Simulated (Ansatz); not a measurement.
# RuS: the cost of one run

Method: DFT LDA+U (U = 2 eV, J = 0.9 eV on Ru d), plane waves, PAW, in Ansatz 0.2.0.

4 further runs of the same task are left out: 4 that didn't finish. Runs told in other sessions of the task aren't counted.

**1. The starting structure**

The structure is cubic, space group Fm-3m (No. 225). Conventional cell: a = 5.094 Å, b = 5.094 Å, c = 5.094 Å, α = 90.00°, β = 90.00°, γ = 90.00°. Ru (site symmetry m-3m) is surrounded by 6 S at 2.55 Å. S (site symmetry m-3m) is surrounded by 6 Ru at 2.55 Å.

Structure file:

```
CELL_PARAMETERS angstrom
0.00000 2.54676 2.54676
2.54676 0.00000 2.54676
5.09351 5.09351 0.00000
ATOMIC_POSITIONS crystal
Ru 0.50000 0.50000 0.25000
S 0.00000 0.00000 0.00000
Ru 0.50000 0.50000 0.75000
S 0.00000 0.00000 0.50000
```

An earlier series on this cell reached its lowest free state from «ferromagnetic start, free, natural orbitals of the symmetric run filled by rank», perhaps among other starts.

**2. Total moment locked, 8.00 μB per cell**

input.yaml

```yaml
crystal:
  lattice:
    - [0.0, 2.54675546, 2.54675546]
    - [2.54675546, 0.0, 2.54675546]
    - [5.09351092, 5.09351092, 0.0]
  atoms:
    - { symbol: Ru, position: [0.5, 0.5, 0.25], spin: 4.0 }
    - { symbol: S, position: [0.0, 0.0, 0.0] }
    - { symbol: Ru, position: [0.5, 0.5, 0.75], spin: 4.0 }
    - { symbol: S, position: [0.0, 0.0, 0.5] }
basis:
  ecutwfc: 420
  ecutrho_ratio: 4
kpoints:
  mp_grid: { grid: [6, 6, 6] }
hamiltonian:
  xc: lda
  hubbard:
    sites:
      - { site: 0, l: d, u: 2.0, j: 0.9, starting_ns: [{ spin: up, occupation_matrix: s0up }, { spin: down, occupation_matrix: s0down }] }
      - { site: 2, l: d, u: 2.0, j: 0.9, starting_ns: [{ spin: up, occupation_matrix: s2up }, { spin: down, occupation_matrix: s2down }] }
    occupation_matrices:
      s0up:
        matrix:
          - [0.97, 0.0, 0.0, 0.0, 0.0]
          - [0.0, 0.97, 0.0, 0.0, 0.0]
          - [0.0, 0.0, 0.97, 0.0, 0.0]
          - [0.0, 0.0, 0.0, 0.97, 0.0]
          - [0.0, 0.0, 0.0, 0.0, 0.97]
      s0down:
        matrix:
          - [0.02097, 0.0, -0.02147, -0.00058, 0.0215]
          - [0.0, 0.02, 0.0, 0.0, 0.0]
          - [-0.02147, 0.0, 0.49367, 0.01275, -0.47434]
          - [-0.00058, 0.0, 0.01275, 0.02034, -0.01277]
          - [0.0215, 0.0, -0.47434, -0.01277, 0.49501]
      s2up:
        matrix:
          - [0.97, 0.0, 0.0, 0.0, 0.0]
          - [0.0, 0.97, 0.0, 0.0, 0.0]
          - [0.0, 0.0, 0.97, 0.0, 0.0]
          - [0.0, 0.0, 0.0, 0.97, 0.0]
          - [0.0, 0.0, 0.0, 0.0, 0.97]
      s2down:
        matrix:
          - [0.02097, 0.0, -0.02147, -0.00058, 0.0215]
          - [0.0, 0.02, 0.0, 0.0, 0.0]
          - [-0.02147, 0.0, 0.49367, 0.01275, -0.47434]
          - [-0.00058, 0.0, 0.01275, 0.02034, -0.01277]
          - [0.0215, 0.0, -0.47434, -0.01277, 0.49501]
    ns_hold: { iters: 8 }
scf:
  occupations: { method: gaussian, width: 0.05 }
  lower_state_search: "off"
  max_iter: 150
output:
  forces: true
  stress: true
  eigenvalues: true
  populations: true
  hubbard: { sites: [{ site: 0, l: d }, { site: 2, l: d }] }
magnetization:
  spin_polarized: true
  initial_magnetization: 8.0
  spin_locking: { lock_magnetization: hard }
```

The typed matrices put 0.97 on the chosen orbitals and 0.02 on the others, and are held for 8 cycles. The lock stays on to the end, so the result is a constrained state unless its moments die out.

Launch:

```
$ ansatz run input.yaml --threads 2 --pin off --max-ram 3072MiB --backend cpu --events-out ev --progress --plain --runs-dir out
```

Q: Estimate wall time and peak memory on 2 threads of Arm Neoverse N1, shared host.

About 80 s, with a peak of 0.68 GiB.
